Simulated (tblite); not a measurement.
# C6H11ClOSi: the cost of one run

Computed with tblite 0.8.0 and PySCF 2.14.0, with density-fitted response routines of our own, on a single molecule in the gas phase. Atoms count from 0, in the outputs and in this text.

**1. Starting geometry**

20 atoms, charge 0, multiplicity 1; geometry from: force field or distance geometry start.

Bonds of the start (Å): C0–C1 1.50, C1–C2 1.32, C2–Si3 1.88, Si3–O4 1.74, O4–C5 1.36, C5–C6 1.52, C6–C7 1.51, C7–Cl8 1.79, C5–C1 1.45, C0–H9 1.11, C0–H10 1.14, C0–H11 1.10, C2–H12 1.10, Si3–H13 1.44, Si3–H14 1.46, C5–H15 1.12, C6–H16 1.13, C6–H17 1.10, C7–H18 1.10, C7–H19 1.11.

**2. Optimising the geometry with GFN2-xTB**

What the job is given:

```
{"job": {"kind": "relax", "xc": "GFN2-xTB", "basis": "xTB"}, "charge": 0, "multiplicity": 1}
C     -1.747700    -1.779300    -0.553300
C     -1.202000    -0.396700    -0.341800
C     -1.930200     0.588200     0.156600
Si    -0.731700     2.032100     0.194600
O      0.322200     1.281200    -0.967800
C      0.173700    -0.023800    -0.612800
C      1.121700    -0.297000     0.540400
C      2.520600     0.127400     0.166600
Cl     3.632500    -0.210200     1.533700
H     -1.743900    -2.007400    -1.634900
H     -2.804500    -1.839400    -0.141700
H     -1.133600    -2.519700    -0.014800
H     -2.984000     0.605800     0.463400
H     -1.342600     3.237600    -0.307700
H     -0.092100     2.168600     1.498100
H      0.571400    -0.654700    -1.444900
H      1.071200    -1.376200     0.855400
H      0.798200     0.320200     1.389400
H      2.596300     1.194700    -0.076100
H      2.899500    -0.440900    -0.705100
```

Started as:

```
OMP_NUM_THREADS=1 python probes_run.py task.json out
```

This one command runs all jobs of the session in turn.

**Question.** How long does this first job take on 1 thread of Arm Neoverse N1, shared host, and how much memory does it need?

About 1.8 s, with a peak of 0.18 GiB.
